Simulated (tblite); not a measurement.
# C3H7GaN2O: the cost of one run

Programs: tblite 0.8.0 and PySCF 2.14.0, with density-fitted response routines of our own. Each step states its level of theory. These are calculated values for one molecule in the gas phase, unless marked as measured. Atoms count from 0, in the outputs and in this text.

## (1) The molecule as given

14 atoms, charge 0, multiplicity 1; geometry from: force field or distance geometry start.

Bonds of the start (Å): C0–N1 1.14, N1–Ga2 1.87, Ga2–C3 1.96, C3–N4 1.28, Ga2–O5 1.83, O5–C6 1.39, C0–H7 1.07, Ga2–H8 1.62, C3–H9 1.08, N4–H10 1.04, C6–H11 1.11, C6–H12 1.10, C6–H13 1.11.

## (2) Relaxing the molecule with GFN2-xTB

Job settings and geometry (Å):

```
{"job": {"kind": "relax", "xc": "GFN2-xTB", "basis": "xTB"}, "charge": 0, "multiplicity": 1}
C     -0.005600     2.853200     1.007600
N      0.137100     1.768100     0.695700
Ga     0.374400    -0.027900     0.213100
C      2.038100    -0.692800     0.998500
N      2.650900    -1.743000     0.591200
O     -1.106900    -0.968500     0.739500
C     -2.095200    -0.705500    -0.206100
H     -0.137400     3.879900     1.291900
H      0.512900    -0.025000    -1.400600
H      2.456500    -0.168800     1.846600
H      2.224200    -2.238400    -0.221900
H     -2.225000    -1.634700    -0.806700
H     -1.794300     0.156500    -0.822900
H     -3.030500    -0.453600     0.332000
```

Command:

```
> OMP_NUM_THREADS=1 python probes_run.py task.json out
```

This one command runs all jobs of the session in turn.

**Question.** How long does this first job take on 1 thread of Arm Neoverse N1, shared host, and how much memory does it need?

About 1.5 s, with a peak of 0.18 GiB.
